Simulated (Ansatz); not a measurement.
# C3H10OSi: the cost of one run

Program: Ansatz 0.2.0. Level of theory: RKS LDA/STO-3G. These are calculated values, not measurements.

**1. Starting point**

Bond lengths: Si1–O2 1.680 Å, O2–H3 1.010 Å, Si1–C4 1.870 Å, C4–H5 1.110 Å, C4–H6 1.110 Å, C4–H7 1.110 Å, Si1–C8 1.869 Å, C8–H9 1.110 Å, C8–H10 1.110 Å, C8–H11 1.110 Å, Si1–C12 1.869 Å, C12–H13 1.110 Å, C12–H14 1.110 Å, C12–H15 1.110 Å. Angles (14 of 25 angles, heavy atoms first): O2–Si1–C4 109.4°, O2–Si1–C8 109.5°, O2–Si1–C12 109.5°, C4–Si1–C8 109.5°, C4–Si1–C12 109.5°, C8–Si1–C12 109.5°, Si1–O2–H3 109.5°, Si1–C4–H5 109.5°, Si1–C4–H6 109.5°, Si1–C4–H7 109.5°, Si1–C8–H9 109.5°, Si1–C8–H10 109.5°, Si1–C8–H11 109.5°, Si1–C12–H13 109.5°.

As a file:

```xyz
15

Si    0.0000    0.0000    0.0000
O     0.0000    0.0000    1.6800
H    -0.9095   -0.2814    2.0171
C     1.7634    0.0000   -0.6227
H     2.1111   -1.0463   -0.7509
H     1.8119    0.5276   -1.5981
H     2.4154    0.5187    0.1108
C    -0.8808    1.5259   -0.6227
H    -1.9334    1.2723   -0.8671
H    -0.8624    2.3106    0.1622
H    -0.3704    1.9025   -1.5336
C    -0.8808   -1.5259   -0.6227
H    -1.3804   -2.0377    0.2261
H    -1.6409   -1.2332   -1.3768
H    -0.1449   -2.2146   -1.0879
```

**2. Relaxing the start**

input.yaml reads:

```yaml
crystal:
  periodic: [false, false, false]
  atoms:
    - { symbol: Si, position_ang: [0.0, 0.0, 0.0] }
    - { symbol: O, position_ang: [0.0, 0.0, 1.68] }
    - { symbol: H, position_ang: [-0.9095, -0.2814, 2.0171] }
    - { symbol: C, position_ang: [1.7634, 0.0, -0.6227] }
    - { symbol: H, position_ang: [2.1111, -1.0463, -0.7509] }
    - { symbol: H, position_ang: [1.8119, 0.5276, -1.5981] }
    - { symbol: H, position_ang: [2.4154, 0.5187, 0.1108] }
    - { symbol: C, position_ang: [-0.8808, 1.5259, -0.6227] }
    - { symbol: H, position_ang: [-1.9334, 1.2723, -0.8671] }
    - { symbol: H, position_ang: [-0.8624, 2.3106, 0.1622] }
    - { symbol: H, position_ang: [-0.3704, 1.9025, -1.5336] }
    - { symbol: C, position_ang: [-0.8808, -1.5259, -0.6227] }
    - { symbol: H, position_ang: [-1.3804, -2.0377, 0.2261] }
    - { symbol: H, position_ang: [-1.6409, -1.2332, -1.3768] }
    - { symbol: H, position_ang: [-0.1449, -2.2146, -1.0879] }
basis:
  gaussian: { orbitals: STO-3G }
hamiltonian:
  xc: lda
relax:
  f_tol: 0.02
  max_steps: 40
```

Command:

```sh
$ ansatz run input.yaml --threads 1 --pin off --max-ram 2048MiB --backend cpu --events-out ev --progress --plain --runs-dir out
```

Q: Estimate wall time and peak memory on 1 thread of AMD EPYC 9R45 (Zen 5), shared host.

About 16 s, with a peak of 0.14 GiB.
